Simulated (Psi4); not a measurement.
# CH6ClNSi (SMILES C[SiH](N)Cl) at B3LYP/6-31G(d) (spherical functions)

What is the energy change on altering one bond length of CH6ClNSi at B3LYP/6-31G* (spherical functions)? 

The results are computed with Psi4 1.11.

### Step 1. The structure to begin with

The species is CH6ClNSi (10 atoms), meant as a singlet with charge 0. As SMILES, `C[SiH](N)Cl`. Geometry: relaxed at PBE0-D4/def2-TZVP. This is one conformer, not always the lowest.

Bond lengths: C1–Si2 1.853 Å, Si2–N3 1.706 Å, Si2–Cl4 2.081 Å, C1–H5 1.092 Å, C1–H6 1.092 Å, C1–H7 1.093 Å, Si2–H8 1.480 Å, N3–H9 1.008 Å, N3–H10 1.008 Å. Some angles: C1–Si2–N3 110.0°, C1–Si2–Cl4 106.9°, N3–Si2–Cl4 113.8°, C1–Si2–H8 113.9°, N3–Si2–H8 107.4°, Cl4–Si2–H8 105.0°, Si2–C1–H5 110.6°, Si2–C1–H6 110.4°, Si2–C1–H7 110.6°, Si2–N3–H9 120.0°.

### Step 2. Energy and forces at B3LYP/6-31G(d) (spherical functions)

Contents of input.json:

```json
{
 "schema_name": "qcschema_input",
 "schema_version": 1,
 "molecule": {
  "schema_name": "qcschema_molecule",
  "schema_version": 2,
  "symbols": ["C", "Si", "N", "Cl", "H", "H", "H", "H", "H", "H"],
  "geometry": [-1.74667386, 1.814704, -0.81182634, -0.10506877, -1.20488938, -0.1387059, 2.26918313, -0.71658415, 1.98572421, 1.12419807, -2.63144363, -3.59199142, -3.25032893, 1.5297333, -2.19510587, -2.56908267, 2.58835787, 0.91651717, -0.42877886, 3.20176297, -1.59001556, -1.76972852, -3.19269229, 0.91198183, 3.49126902, 0.72300922, 1.73401269, 3.14204763, -2.20852292, 2.78507836],
  "molecular_charge": 0,
  "molecular_multiplicity": 1,
  "fix_symmetry": "c1",
  "fix_com": true,
  "fix_orientation": true
 },
 "driver": "gradient",
 "model": {
  "method": "b3lyp",
  "basis": "6-31G*"
 },
 "keywords": {
  "reference": "rks",
  "puream": true,
  "e_convergence": 1e-09,
  "d_convergence": 1e-08,
  "scf_type": "pk",
  "dft_radial_points": 99,
  "dft_spherical_points": 590,
  "scf_properties": ["WIBERG_LOWDIN_INDICES", "LOWDIN_CHARGES", "MAYER_INDICES"]
 }
}
```

On the command line:

```console
psi4 --qcschema input.json -n 1 --memory 2200MB
```

stdout:

```text
[...]
  Running in c1 symmetry.
[...]
  Nuclear repulsion =  222.145996778772087
[...]
  Multiplicity = 1
[...]
  Nalpha       = 25
  Nbeta        = 25
[...]
    Number of basis functions: 76
[...]
   @RKS iter   1:  -845.83530394120839   -5.61817e-02   1.22050e-02 ADIIS/DIIS
[...]
   @RKS iter  12:  -846.24367605095722    3.41061e-13   2.07299e-09 DIIS
[...]
    Orbital Energies [Eh]
    ---------------------
    Doubly Occupied:
       1A   -101.495032     2A    -66.153721     3A    -14.316000
       4A    -10.166751     5A     -9.429880     6A     -7.189852
       7A     -7.184504     8A     -7.184368     9A     -5.308602
      10A     -3.668748    11A     -3.666368    12A     -3.665259
      13A     -0.862828    14A     -0.804957    15A     -0.705818
      16A     -0.525788    17A     -0.503052    18A     -0.428916
      19A     -0.419963    20A     -0.393936    21A     -0.364999
      22A     -0.351089    23A     -0.311574    24A     -0.296048
      25A     -0.269734
[...]
  @RKS Final Energy:  -846.24367605095722
   => Energetics <=
    Nuclear Repulsion Energy =            222.1459967787720871
    One-Electron Energy =               -1608.7043591633341748
    Two-Electron Energy =                 591.8460408181864523
    DFT Exchange-Correlation Energy =     -51.5313544845816409
    Empirical Dispersion Energy =           0.0000000000000000
    VV10 Nonlocal Energy =                  0.0000000000000000
    Total Energy =                       -846.2436760509572196
[...]
 Multipole Moments:
 ------------------------------------------------------------------------------------
     Multipole            Electronic (a.u.)      Nuclear  (a.u.)        Total (a.u.)
 ------------------------------------------------------------------------------------
 L = 1.  Multiply by 2.5417464519 to convert [e a0] to [Debye]
 Dipole X            :        -21.4547099           21.6600408            0.2053310
 Dipole Y            :         53.6256945          -53.0892099            0.5364845
 Dipole Z            :         52.1360953          -51.4141567            0.7219386
 Magnitude           :                                                    0.9225897
[...]
  -Total Gradient:
     Atom            X                  Y                   Z
    ------   -----------------  -----------------  -----------------
       1        0.001640652980    -0.002748700065     0.000710489089
       2        0.005889327561     0.003976303549    -0.003036249032
       3       -0.001201109118    -0.001436214652    -0.005217492659
       4       -0.002905845415     0.003968571286     0.009051320178
       5        0.001821031714    -0.000618683740     0.001360238932
       6        0.001048283206    -0.001262355074    -0.001391487912
       7       -0.000666037108    -0.002141183035     0.000767458180
       8        0.000164398052     0.000202060781    -0.000426127878
       9       -0.003332916253    -0.003823947645     0.000470633348
      10       -0.002461011447     0.003882796998    -0.002290844068
[...]
```

It took 32 s on 1 thread of Intel Xeon Platinum 8259CL at 2.50GHz (Skylake/Cascade Lake), shared host; peak memory 1.3 GiB.

### Step 3. The distorted shape at the same level

Contents of calc.inp:

```
memory 2200 MB

molecule m {
  0 1
  C     -1.021887     1.073549    -0.155457
  Si    -0.153187    -0.524351     0.200743
  N      1.103213    -0.265951     1.324943
  Cl     0.594900    -1.392500    -1.900800
  H     -1.817587     0.922749    -0.887457
  H     -1.457087     1.482949     0.759143
  H     -0.324487     1.807549    -0.567257
  H     -1.034087    -1.576251     0.756743
  H      1.749913     0.495849     1.191743
  H      1.565113    -1.055451     1.747943
  symmetry c1
  no_reorient
  no_com
}

set globals {
  reference rks
  puream true
  e_convergence 1e-09
  d_convergence 1e-08
  scf_type pk
  dft_radial_points 99
  dft_spherical_points 590
}

e_tot, wfn = gradient("b3lyp/6-31G*", return_wfn=True)
oeprop(wfn, "MAYER_INDICES", "WIBERG_LOWDIN_INDICES", "LOWDIN_CHARGES")
print_variables()
```

On the command line:

```console
psi4 -i calc.inp -o calc.out -n 1
```

calc.out, shortened:

```text
[...]
  Running in c1 symmetry.
[...]
  Nuclear repulsion =  210.288818347576694
[...]
  Multiplicity = 1
[...]
  Nalpha       = 25
  Nbeta        = 25
[...]
    Number of basis functions: 76
[...]
   @RKS iter   1:  -845.83049117789233   -2.44253e-01   1.20706e-02 DIIS/ADIIS
[...]
   @RKS iter  12:  -846.22973642057912   -9.09495e-13   2.65510e-09 DIIS
[...]
  @RKS Final Energy:  -846.22973642057912
   => Energetics <=
    Nuclear Repulsion Energy =            210.2888183475766937
    One-Electron Energy =               -1584.9938550816823408
    Two-Electron Energy =                 579.9473849146431803
    DFT Exchange-Correlation Energy =     -51.4720846011165065
    Empirical Dispersion Energy =           0.0000000000000000
    VV10 Nonlocal Energy =                  0.0000000000000000
    Total Energy =                       -846.2297364205791155
[...]
 Multipole Moments:
 ------------------------------------------------------------------------------------
     Multipole            Electronic (a.u.)      Nuclear  (a.u.)        Total (a.u.)
 ------------------------------------------------------------------------------------
 L = 1.  Multiply by 2.5417464519 to convert [e a0] to [Debye]
 Dipole X            :        -15.5546805           15.5744216            0.0197412
 Dipole Y            :         46.8444647          -46.0268933            0.8175714
 Dipole Z            :         35.6431099          -34.3183354            1.3247745
 Magnitude           :                                                    1.5568688
[...]
  -Total Gradient:
     Atom            X                  Y                   Z
    ------   -----------------  -----------------  -----------------
       1       -0.000192016017    -0.002034184678     0.006197469571
       2       -0.008417331362     0.017570685667     0.030667387166
       3        0.000797477027     0.000454073981    -0.000254894548
       4        0.014190202596    -0.016010681082    -0.038239196738
       5        0.001487468208    -0.000581628296     0.001379765314
       6        0.000469784450     0.000255757737    -0.002314711155
       7       -0.000287716079    -0.001937292168     0.000812471855
       8       -0.001669547063     0.001923542239     0.003158321503
       9       -0.003644153669    -0.004042484255     0.000847519717
      10       -0.002738976704     0.004400703666    -0.002248931149
[...]
```

Wall time 31 s (1 thread of Intel Xeon Platinum 8259CL at 2.50GHz (Skylake/Cascade Lake), shared host); peak memory 1.3 GiB.

### Step 4. Outcome

At B3LYP/6-31G* (spherical functions):

| quantity | value |
| --- | --- |
| first shape: total energy | -846.24368 Eh |
| first shape: dipole moment | 2.34 D |
| first shape: HOMO energy | -7.34 eV |
| first shape: LUMO energy | 1.24 eV |
| first shape: HOMO–LUMO gap | 8.58 eV |
| first shape: largest force on an atom | 0.530 eV/Å |
| distorted shape: total energy | -846.22974 Eh |
| distorted shape: dipole moment | 3.96 D |
| distorted shape: HOMO energy | -7.49 eV |
| distorted shape: LUMO energy | -0.11 eV |
| distorted shape: HOMO–LUMO gap | 7.38 eV |
| distorted shape: largest force on an atom | 2.253 eV/Å |
| energy change with the Si2–Cl4 bond stretched from 2.081 to 2.394 Å | 0.379 eV |

In words: With the Si2–Cl4 bond stretched from 2.081 to 2.394 Å the energy rises by 0.38 eV (36.6 kJ/mol). The first shape isn't relaxed at this level, so the change isn't measured from a minimum. The largest force (first shape) is 0.53 eV/Å: the shape isn't a stationary point for this species at this level.
